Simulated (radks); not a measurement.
# Tm²⁺ with its nuclear charge varied continuously

What is the energy between the elements? 67 electrons are held in [Xe] 4f13 while Z is changed in small steps.

Method: scalar-relativistic Kohn-Sham, PBE, spin-polarised, spherical densities, finite nucleus; open shells are filled with parallel spins first. Code: radks (a radial shooting solver on a logarithmic mesh, Libxc functionals) version 1.

### 1 What is computed

| Property | Result |
| --- | --- |
| element | thulium (Z = 69) |
| charge | +2 |
| electrons | 67 |
| configuration | [Xe] 4f13 |
| nuclear rms radius | 5.2256 fm |

Outer shells as boxes (Hund's rule):

Tm²⁺
```
[Xe] core
4f [↑↓][↑↓][↑↓][↑↓][↑↓][↑↓][↑ ]
```

### 2 Z = 69

Settings of this run:

```text
Z 69
configuration [Xe] 4f13
relativity scalar-relativistic
functional pbe,pbe
spin polarised
nucleus finite rms 5.2256 fm
c 137.035999084
```

### 3 Z = 68

Input: that of step 2 with these lines changed.

```diff
@@ -1,2 +1,2 @@
-Z 69
+Z 68
 configuration [Xe] 4f13
```

### 4 Z = 68.25

Input: that of step 3 with these lines changed.

```diff
@@ -1,2 +1,2 @@
-Z 68
+Z 68.25
 configuration [Xe] 4f13
```

### 5 Z = 68.5

Input: that of step 4 with these lines changed.

```diff
@@ -1,2 +1,2 @@
-Z 68.25
+Z 68.5
 configuration [Xe] 4f13
```

### 6 Z = 68.75

Input: that of step 5 with these lines changed.

```diff
@@ -1,2 +1,2 @@
-Z 68.5
+Z 68.75
 configuration [Xe] 4f13
```

### 7 Z = 69.25

Input: that of step 6 with these lines changed.

```diff
@@ -1,2 +1,2 @@
-Z 68.75
+Z 69.25
 configuration [Xe] 4f13
```

### 8 Z = 69.5

Input: that of step 7 with these lines changed.

```diff
@@ -1,2 +1,2 @@
-Z 69.25
+Z 69.5
 configuration [Xe] 4f13
```

### 9 Z = 69.75

Input: that of step 8 with these lines changed.

```diff
@@ -1,2 +1,2 @@
-Z 69.5
+Z 69.75
 configuration [Xe] 4f13
```

### 10 Z = 70

Input: that of step 9 with these lines changed.

```diff
@@ -1,2 +1,2 @@
-Z 69.75
+Z 70
 configuration [Xe] 4f13
```

**Question.** What will these runs give? Wanted: for each run, Z; E; E(electron-nucleus)/Z; highest level; its energy; <r>.

**Answer**, as computed:

```csv
Z,E (hartree),E(electron-nucleus)/Z (hartree),highest level,its energy (eV),<r> (bohr)
68,-13084.7492,-472.199,4f down,-3.358,0.9467
68.25,-13203.8978,-474.826,4f down,-6.138,0.8908
68.5,-13323.7121,-477.442,4f down,-9.456,0.8548
68.75,-13444.1902,-480.053,4f down,-13.156,0.8270
69,-13565.3315,-482.662,4f down,-17.161,0.8038
69.25,-13687.1356,-485.270,4f down,-21.429,0.7836
69.5,-13809.6028,-487.879,4f down,-25.931,0.7657
69.75,-13932.7332,-490.488,4f down,-30.651,0.7494
70,-14056.5274,-493.099,4f down,-35.573,0.7345
```

What this shows: At Z = 69 the central difference of E is -485.891 hartree, against -482.662 from the Hellmann-Feynman theorem; the scalar-relativistic energy here is not variational, so the two differ by a part that grows with Z. The top level goes from -3.358 eV at Z = 68 to -35.573 eV at Z = 70.
